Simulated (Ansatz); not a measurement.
**GeH4 (singlet): from Hartree-Fock to the top rungs at distance Ge1–H2 = 1.534 Å, cc-pVTZ**

An exercise on one series of results from a longer session: the logs are not shown, and one member is left open.

The runs use Ansatz 0.2.0, Gaussian basis; cc-pVTZ, core rule «outside noble gas», up to 14 orbitals frozen.

The runs, in order: UHF; CCSD(T) on RHF; BCCD(T) on RHF; CCSDT(Q) on RHF; CASSCF and MRCISD+Q, 2 electrons in 2 orbitals; CASSCF and NEVPT2, 2 electrons in 2 orbitals; CASSCF and MRCISD+Q, 8 electrons in 8 orbitals; CASSCF and NEVPT2, 8 electrons in 8 orbitals.

### The system

The geometry derives from a PBE0/def2-TZVP stationary point (not a proven minimum). One bond is set to the value named and the two fragments are kept rigid. No spin-orbit coupling is included. The filled d shell of Ge may be among the frozen orbitals whatever the setting's name suggests.

5 atoms, charge 0, spin multiplicity 1.

Atoms are counted from 1 here; the program's logs count them from 0.

Bond lengths: Ge1–H2 1.534 Å, Ge1–H3 1.534 Å, Ge1–H4 1.534 Å, Ge1–H5 1.534 Å. Angles: H2–Ge1–H3 109.5°, H2–Ge1–H4 109.5°, H2–Ge1–H5 109.5°, H3–Ge1–H4 109.5°, H3–Ge1–H5 109.5°, H4–Ge1–H5 109.5°.

The first run:

Input file in.yaml:

```yaml
crystal:
  periodic: [false, false, false]
  atoms:
    - {symbol: Ge, position_ang: [0.000000, 0.000000, 0.000000]}
    - {symbol: H, position_ang: [0.884324, 0.887199, 0.886047]}
    - {symbol: H, position_ang: [-0.887886, -0.884021, 0.885661]}
    - {symbol: H, position_ang: [-0.883825, 0.884513, -0.889224]}
    - {symbol: H, position_ang: [0.887387, -0.887691, -0.882484]}
basis:
  gaussian: {orbitals: cc-pVTZ}
magnetization: {spin_polarized: true, initial_magnetization: 0}
hamiltonian: {xc: hf}
output: {orbitals: {seedname: orbitals}}
```

Launch:

```
$ ansatz run in.yaml --threads 1 --pin off --events-out ev --progress --plain --max-ram 2816MiB --backend cpu
```

Steps of the session up to this table: UHF; CCSD(T) on RHF; BCCD(T) on RHF; CCSDT(Q) on RHF; CASSCF and MRCISD+Q, 2 electrons in 2 orbitals; CASSCF and NEVPT2, 2 electrons in 2 orbitals; CASSCF and MRCISD+Q, 8 electrons in 8 orbitals; CASSCF and NEVPT2, 8 electrons in 8 orbitals.

One of the session's tables, all rows but one given; the rest of the session is left out.

```
          method  from RCCSDT(Q) (kJ/mol)
             RHF                   +450.0
            RMP2                    +86.5
           RCCSD                    +11.5
        RCCSD(T)                     +2.0
         BCCD(T)                     +1.9
          RCCSDT                     +0.2
       RCCSDT(Q)                        0
     CASSCF pair                   +413.3
     NEVPT2 pair                    +89.1
     MRCISD pair                        ?
   MRCISD+Q pair                     -0.3
  CASSCF valence                   +296.9
  NEVPT2 valence                    +85.2
  MRCISD valence                    +15.7
MRCISD+Q valence                     +1.5
```

Estimate the missing values for MRCISD pair.

The run gave: from RCCSDT(Q) (kJ/mol): +28.5. In the column «from RCCSDT(Q) (kJ/mol)» it lies between MRCISD valence (+15.7) and NEVPT2 valence (+85.2).
